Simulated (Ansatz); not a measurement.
# BH₆NOSi: one species, many methods

How much do the methods differ for BH₆NOSi? The plan is to run it at one geometry with functionals of several rungs and with coupled cluster. The yardstick is the atomisation energy at the CCSD(T) limit.

Program: Ansatz 0.2.0, Gaussian basis. Level of theory: functionals in def2-TZVPP, the program's frozen cores in correlated methods. These are calculated values, not measurements.

Plan: LDA (SPW92), PBE-D4, revPBE-D4, BLYP-D4, r2SCAN-D4, B97M-V, PBE0-D4, B3LYP-D4, r2SCANh-D4, r2SCAN0-D4, HSE06-D4, BHLYP-D4, CAM-B3LYP-D4, LC-ωPBE, ωB97X-V, ωB97M-V, B2PLYP, PBE-QIDH; CCSD(T)/def2-SVP; CCSD(T)/def2-TZVPP; MP2/def2-QZVPP; extrapolation to the limit; RPA on PBE.

### Step 1. The relaxed structure

All runs share one geometry, relaxed beforehand with PBE0-D4 in a triple-zeta def2 set.

SMILES `NBO[SiH3]`, 10 atoms, charge 0, spin multiplicity 1.

Atoms are counted from 1 here; the program's logs count them from 0.

Bond lengths: N1–B2 1.395 Å, N1–H5 1.003 Å, N1–H6 1.006 Å, B2–O3 1.370 Å, B2–H7 1.202 Å, O3–Si4 1.641 Å, Si4–H8 1.485 Å, Si4–H9 1.485 Å, Si4–H10 1.487 Å. Angles: B2–N1–H5 122.6°, B2–N1–H6 122.7°, H5–N1–H6 114.7°, N1–B2–O3 119.4°, N1–B2–H7 119.7°, O3–B2–H7 120.9°, B2–O3–Si4 132.6°, O3–Si4–H8 108.9°, O3–Si4–H9 108.9°, O3–Si4–H10 110.8°, H8–Si4–H9 109.1°, H8–Si4–H10 109.6°, H9–Si4–H10 109.6°.

As a file:

| atom | x (Å) | y (Å) | z (Å) |
| --- | --- | --- | --- |
| N1 | -1.38614 | 1.60383 | -0.34653 |
| B2 | -0.20503 | 0.86261 | -0.30064 |
| O3 | -0.22875 | -0.40774 | 0.21266 |
| Si4 | 0.93627 | -1.54514 | 0.41854 |
| H5 | -1.42503 | 2.53733 | -0.71196 |
| H6 | -2.26575 | 1.24443 | -0.01586 |
| H7 | 0.81740 | 1.34415 | -0.71060 |
| H8 | 1.02710 | -1.88418 | 1.86099 |
| H9 | 0.56038 | -2.76192 | -0.34441 |
| H10 | 2.25256 | -1.04457 | -0.05930 |

### Step 2. LDA

This LDA is Slater exchange with PW92 correlation.

File in.yaml:

```yaml
crystal:
  periodic: [false, false, false]
  atoms:
    - {symbol: N, position_ang: [-1.386144, 1.603828, -0.346526]}
    - {symbol: B, position_ang: [-0.205027, 0.862614, -0.300643]}
    - {symbol: O, position_ang: [-0.228749, -0.407736, 0.212655]}
    - {symbol: Si, position_ang: [0.936265, -1.545140, 0.418542]}
    - {symbol: H, position_ang: [-1.425027, 2.537325, -0.711958]}
    - {symbol: H, position_ang: [-2.265752, 1.244429, -0.015855]}
    - {symbol: H, position_ang: [0.817399, 1.344154, -0.710596]}
    - {symbol: H, position_ang: [1.027099, -1.884184, 1.860988]}
    - {symbol: H, position_ang: [0.560378, -2.761924, -0.344408]}
    - {symbol: H, position_ang: [2.252558, -1.044566, -0.059301]}
basis:
  gaussian: {orbitals: def2-TZVPP}
hamiltonian: {xc: lda}
output: {orbitals: {seedname: orbitals}}
```

After this run come: PBE-D4 (GGA); revPBE-D4 (GGA); BLYP-D4 (GGA); r2SCAN-D4 (meta-GGA); B97M-V (meta-GGA); PBE0-D4 (hybrid); B3LYP-D4 (hybrid); r2SCANh-D4 (hybrid); r2SCAN0-D4 (hybrid); HSE06-D4 (hybrid); BHLYP-D4 (hybrid); CAM-B3LYP-D4 (range-separated); LC-ωPBE-D4 (range-separated); ωB97X-V (range-separated); ωB97M-V (range-separated); B2PLYP (double hybrid); PBE-QIDH (double hybrid); CCSD(T) in def2-SVP; CCSD(T) in def2-TZVPP; MP2 in def2-QZVPP; RPA on PBE orbitals.

**Question.** What will the summary of the whole plan be? Wanted: atomisation energy, CCSD(T)/CBS; farthest beyond LDA; mean size of error, GGA; mean size of error, meta-GGA; mean size of error, hybrid; mean size of error, range-separated; mean size of error, double hybrid; gap, smallest and largest; T1 diagnostic.

**Answer**, as computed:

| quantity | value |
| --- | --- |
| atomisation energy, CCSD(T)/CBS | 38.115 eV |
| functionals within 0.191 eV (0.5 %) | BLYP-D4, r2SCAN-D4, B97M-V, B3LYP-D4, ωB97X-V |
| farthest beyond LDA | BHLYP-D4 (-0.737 eV) |
| mean size of error, GGA | 0.311 eV |
| mean size of error, meta-GGA | 0.048 eV |
| mean size of error, hybrid | 0.368 eV |
| mean size of error, range-separated | 0.253 eV |
| mean size of error, double hybrid | 0.352 eV |
| gap, smallest and largest | 6.07 eV (LDA (SPW92)), 13.40 eV (LC-ωPBE) |
| T1 diagnostic | 0.0120 |
| triples share of the correlation energy | 3.4 % |

The LDA atomisation energy is off by 4.828 eV (13 %): it overbinds. PBE-D4 is off by +0.259 eV. Double hybrids carry the basis error of their MP2 part in triple zeta, and no dispersion term here, so their miss is partly the set-up's. By mean error the best rung here is meta-GGA (0.048 eV) and the worst beyond LDA is hybrid (0.368 eV). The mean of the hybrids holds BHLYP, with half exact exchange. Misses under about 0.191 eV are within the doubt on the reference itself, which lacks core-valence correlation, relativity and higher excitations. Hartree-Fock recovers 74 % of the binding; the rest is correlation. CCSD(T) in def2-SVP is off by -2.362 eV, worse than the median functional, from the basis alone. Orbital gaps span 6.1 to 13.4 eV; exact exchange widens them.
